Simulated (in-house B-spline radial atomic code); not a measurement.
# Be: excited configurations

Wanted: excitation energies of Be as differences of total energies (ΔSCF).

The numbers are computed with in-house B-spline radial atomic code version 1 (non-relativistic BHandHLYP, spin-polarised, spherical fractional occupations, point nucleus, basis-set limit), except any that are marked as measured or tabulated.

## (1) The atom as given

| Property | Result |
| --- | --- |
| element | beryllium (Z = 4) |
| charge | 0 |
| electrons | 4 |
| configuration | [He] 2s2 |
| Hamiltonian | non-relativistic |
| nucleus | point |

The outer shells:

[He] 2s2
```
[He] core
2s [↑↓]
```

Where spins are not typed, each open shell is filled with up spins first.

## (2) The reference configuration

The run's settings:

```ini
Z = 4
electrons = 4.0
configuration = [He] 2s2
hamiltonian = nr
method = bhandhlyp
spin_polarised = True
```

## (3) Configuration [He] 2s1 3s1

The run's settings:

```ini
Z = 4
electrons = 4.0
configuration = [He] 2s1 3s1
hamiltonian = nr
method = bhandhlyp
spin_polarised = True
```

## (4) 1s2 2s0,1 3s0,1

In configurations, two counts after a shell (as in p1,2) give the electrons with spin up and with spin down.

The run's settings:

```ini
Z = 4
electrons = 4.0
configuration = 1s2 2s0,1 3s0,1
hamiltonian = nr
method = bhandhlyp
spin_polarised = True
```

**Question.** How far above the reference does each configuration lie (order and size, in eV)?

The runs gave:

| net move | configuration | 2|M_S|+1 | energy above the reference (eV) | largest <r> (bohr) |
| --- | --- | --- | --- | --- |
| 2s → 3s | [He] 2s1 3s1 | 3 | 6.179 | 7.52 |
| 2s → 3s, spins typed | 1s2 2s0,1 3s0,1 | 3 | 6.179 | 7.52 |

The lowest of them is 2s → 3s at 6.179 eV and the highest 2s → 3s, spins typed at 6.179 eV. The reference has 2|M_S|+1 = 1; 2 of the configurations differ from it in spin. These are spherical averages at the typed spins, not spectroscopic levels.

Members of this set that are not shown: 6 used exact exchange with fractional occupations of an open shell, which is unsound here.
